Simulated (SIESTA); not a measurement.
**HPbNO4 in SIESTA: the effect of basis**

HPbNO4:

```
H Pb N O
1.0
     3.85404    0.14384    0.09012
    -0.25320    5.52698    0.16471
    -0.48197   -1.92720    5.72025
H Pb N O
1 1 1 4
Cartesian
  -0.0083 2.5983 3.2335
  2.1473 2.6778 1.0046
  2.8237 3.6046 5.7249
  -0.4057 -0.9417 5.0623
  2.7256 -0.0852 0.8025
  -0.5912 2.3982 5.1009
  0.1280 2.5704 2.2622
```

The cell was built by a generator and needn't be a form met in nature.

Alike in all runs:

- Program: SIESTA 5.4.2
- Task: band structure
- Functional: PBE
- Potentials or basis: PseudoDojo 0.4 standard (PBE files)
- Grid cutoff: 800 Ry
- Energy shift: 0.003 Ry
- k mesh: 7 × 5 × 5
- Occupations: fermi-dirac, width 0.05 eV
- Spin: no spin polarisation

```csv
basis,gap on the mesh (eV),pressure (GPa),largest force (eV/Å)
SZ,2.46,19.4,12.25
SZP,2.89,6.0,4.60
DZ,2.83,6.9,4.36
DZP,?,?,?
TZP,3.15,2.1,1.28
TZDP,3.04,3.2,2.17
```

Question: What does the run with basis DZP give?

Answer: gap on the mesh 3.15 eV; pressure 2.4 GPa; largest force 1.36 eV/Å.

Caveats: spin-orbit coupling is left out, which as a rule narrows the gap of such compounds by several tenths of an eV; the basis of atomic orbitals isn't converged, which shifts pressures, moduli and gaps; forces of over 1 eV/Å show positions far from the minimum, so gaps and moduli don't describe the material at rest; the basis has no polarisation orbitals (some runs).

A k mesh can miss the band edges.
